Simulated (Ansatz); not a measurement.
# H2I2O2Zr: small, medium and large basis sets

An exercise on one series of results from a longer session: the logs are not shown, and one member is left open.

The runs use Ansatz 0.2.0, Gaussian basis; one geometry, several basis sets.

Levels to be run: PBE0-D4/def2-SVP; ωB97M-V/def2-SVP; PBE0-D4/def2-QZVPP; ωB97M-V/def2-QZVPP; the functionals' def2-TZVPP values are taken from earlier runs.

### The relaxed structure

All runs share one geometry, relaxed beforehand with PBE0-D4 in a triple-zeta def2 set. Zr, I take the def2 core potential; no spin-orbit term is included.

7 atoms, charge 0, spin multiplicity 1.

Atoms are counted from 1 here; the program's logs count them from 0.

Bond lengths: O1–Zr2 1.887 Å, O1–H6 0.954 Å, Zr2–O3 1.887 Å, Zr2–I4 2.730 Å, Zr2–I5 2.730 Å, O3–H7 0.954 Å. Angles: Zr2–O1–H6 172.1°, O1–Zr2–O3 110.8°, O1–Zr2–I4 108.9°, O1–Zr2–I5 108.9°, O3–Zr2–I4 108.9°, O3–Zr2–I5 108.9°, I4–Zr2–I5 110.5°, Zr2–O3–H7 171.6°.

Geometry (Å):

```tsv
atom	x (Å)	y (Å)	z (Å)
O1	-0.9803	0.7151	1.2062
Zr2	-0.0935	0.0752	-0.3318
O3	1.3647	-1.0247	0.1435
I4	-1.8535	-1.3863	-1.8218
I5	0.8369	2.2049	-1.7644
H6	-1.3388	0.9701	2.0522
H7	2.0646	-1.5544	0.5160
```

Set-up of the first run:

in.yaml

```yaml
crystal:
  periodic: [false, false, false]
  atoms:
    - {symbol: O, position_ang: [-0.980336, 0.715068, 1.206198]}
    - {symbol: Zr, position_ang: [-0.093489, 0.075227, -0.331800]}
    - {symbol: O, position_ang: [1.364669, -1.024661, 0.143540]}
    - {symbol: I, position_ang: [-1.853529, -1.386253, -1.821776]}
    - {symbol: I, position_ang: [0.836853, 2.204933, -1.764447]}
    - {symbol: H, position_ang: [-1.338781, 0.970095, 2.052227]}
    - {symbol: H, position_ang: [2.064613, -1.554408, 0.516047]}
basis:
  gaussian: {orbitals: def2-SVP}
hamiltonian: {xc: pbe0, dispersion: d4}
output: {orbitals: {seedname: orbitals}}
```

Run with:

```bash
ansatz run in.yaml --threads 4 --pin off --events-out ev --progress --plain --max-ram 11315MiB
```

Among the steps run: PBE0-D4 in def2-SVP; ωB97M-V in def2-SVP; PBE0-D4 in def2-QZVPP; ωB97M-V in def2-QZVPP.

One of the session's tables, all rows but one given; the rest of the session is left out.

It belongs to the step «Density functionals: the series». 

| functional | basis | HOMO (eV) | LUMO (eV) |
| --- | --- | --- | --- |
| PBE0-D4 | def2-SVP | ? | ? |
| PBE0-D4 | def2-TZVPP | -7.44 | -1.85 |
| PBE0-D4 | def2-QZVPP | -7.46 | -1.86 |
| ωB97M-V | def2-SVP | -9.38 | 0.15 |
| ωB97M-V | def2-TZVPP | -9.47 | 0.04 |
| ωB97M-V | def2-QZVPP | -9.49 | 0.02 |

Q: Estimate the row for PBE0-D4, def2-SVP from the others.

**Answer.** HOMO (eV): -7.38; LUMO (eV): -1.77. In the column «HOMO (eV)» it is the highest.
